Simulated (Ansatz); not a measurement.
# CH7GaOSi: one species, many methods

The task here is to estimate one member of a computed series from the others.

The runs use Ansatz 0.2.0, Gaussian basis; functionals in def2-TZVPP, the program's frozen cores in correlated methods.

Plan: PBE-D4, r2SCAN-D4, PBE0-D4, B3LYP-D4, ωB97X-V, ωB97M-V, B2PLYP; CCSD(T)/def2-TZVPP; MP2/def2-QZVPP; extrapolation to the limit.

## Structure used throughout

An earlier PBE0-D4 in a triple-zeta def2 set relaxation fixed the geometry.

SMILES `[OH][GaH][CH2][SiH3]`, 11 atoms, charge 0, spin multiplicity 1.

Atoms are counted from 1 here; the program's logs count them from 0.

Bond lengths: O1–Ga2 1.791 Å, O1–H5 0.960 Å, Ga2–C3 1.967 Å, Ga2–H6 1.557 Å, C3–Si4 1.865 Å, C3–H7 1.093 Å, C3–H8 1.096 Å, Si4–H9 1.490 Å, Si4–H10 1.489 Å, Si4–H11 1.489 Å. Angles: Ga2–O1–H5 114.2°, O1–Ga2–C3 117.3°, O1–Ga2–H6 113.9°, C3–Ga2–H6 128.8°, Ga2–C3–Si4 113.1°, Ga2–C3–H7 109.5°, Ga2–C3–H8 107.6°, Si4–C3–H7 110.4°, Si4–C3–H8 108.3°, H7–C3–H8 107.6°, C3–Si4–H9 109.8°, C3–Si4–H10 110.6°, C3–Si4–H11 112.5°, H9–Si4–H10 107.7°, H9–Si4–H11 108.0°, H10–Si4–H11 108.1°.

As a file:

```mol
CH7GaOSi
  3D, bonds by distance, orders not assigned

 11 10  0  0  0  0  0  0  0  0999 V2000
   -1.4178    2.0943    0.0813 O   0  0
    0.0170    1.4013    0.8996 Ga  0  0
    0.2834   -0.5429    0.7640 C   0  0
    0.3878   -1.1475   -0.9976 Si  0  0
   -1.9429    1.4536   -0.4030 H   0  0
    0.8974    2.4571    1.6308 H   0  0
    1.1814   -0.8283    1.3181 H   0  0
   -0.5726   -1.0295    1.2452 H   0  0
   -0.8761   -0.8235   -1.7170 H   0  0
    1.5045   -0.4738   -1.7166 H   0  0
    0.6034   -2.6178   -1.0841 H   0  0
  1  2  8  0
  2  3  8  0
  3  4  8  0
  1  5  8  0
  2  6  8  0
  3  7  8  0
  3  8  8  0
  4  9  8  0
  4 10  8  0
  4 11  8  0
M  END
```

The first run:

in.yaml

```yaml
crystal:
  periodic: [false, false, false]
  atoms:
    - {symbol: O, position_ang: [-1.417814, 2.094284, 0.081279]}
    - {symbol: Ga, position_ang: [0.016987, 1.401341, 0.899627]}
    - {symbol: C, position_ang: [0.283364, -0.542861, 0.764002]}
    - {symbol: Si, position_ang: [0.387850, -1.147520, -0.997579]}
    - {symbol: H, position_ang: [-1.942932, 1.453593, -0.403025]}
    - {symbol: H, position_ang: [0.897428, 2.457089, 1.630799]}
    - {symbol: H, position_ang: [1.181367, -0.828279, 1.318140]}
    - {symbol: H, position_ang: [-0.572649, -1.029539, 1.245177]}
    - {symbol: H, position_ang: [-0.876079, -0.823537, -1.717049]}
    - {symbol: H, position_ang: [1.504504, -0.473753, -1.716644]}
    - {symbol: H, position_ang: [0.603373, -2.617818, -1.084125]}
basis:
  gaussian: {orbitals: def2-TZVPP}
hamiltonian: {xc: pbe, dispersion: d4}
output: {forces: true, orbitals: {seedname: orbitals}}
```

On the command line:

```bash
> ansatz run in.yaml --threads 4 --pin off --events-out ev --progress --plain --max-ram 10444MiB
```

Among the steps run: PBE-D4 (GGA); r2SCAN-D4 (meta-GGA); PBE0-D4 (hybrid); B3LYP-D4 (hybrid); ωB97X-V (range-separated); ωB97M-V (range-separated); B2PLYP (double hybrid); CCSD(T) in def2-TZVPP; MP2 in def2-QZVPP.

One table of the session follows, with a row left open; its other results are not shown here.

It belongs to the step «Atomisation energies». 

| method | atomisation energy (kcal/mol) |
| --- | --- |
| PBE-D4 | 848.3 |
| r2SCAN-D4 | 849.9 |
| PBE0-D4 | 839.7 |
| B3LYP-D4 | 843.3 |
| ωB97X-V | 852.5 |
| ωB97M-V | 848.0 |
| B2PLYP | ? |
| HF/def2-TZVPP | 625.4 |
| MP2/def2-TZVPP | 840.3 |
| CCSD/def2-TZVPP | 823.8 |
| CCSD(T)/def2-TZVPP | 834.1 |
| MP2/CBS | 859.7 |
| CCSD(T)/CBS | 853.4 |

Q: Estimate the row for B2PLYP from the others.

**Answer.** atomisation energy (kcal/mol): 837.3. In the column «atomisation energy (kcal/mol)» it lies between CCSD(T)/def2-TZVPP (834.1) and PBE0-D4 (839.7).

Caveats from the session: Free atoms (1 O, 1 Ga, 1 C, 1 Si, 7 H) were run apart at each level; the atomisation energy is their sum less the molecule, without zero-point or spin-orbit terms.
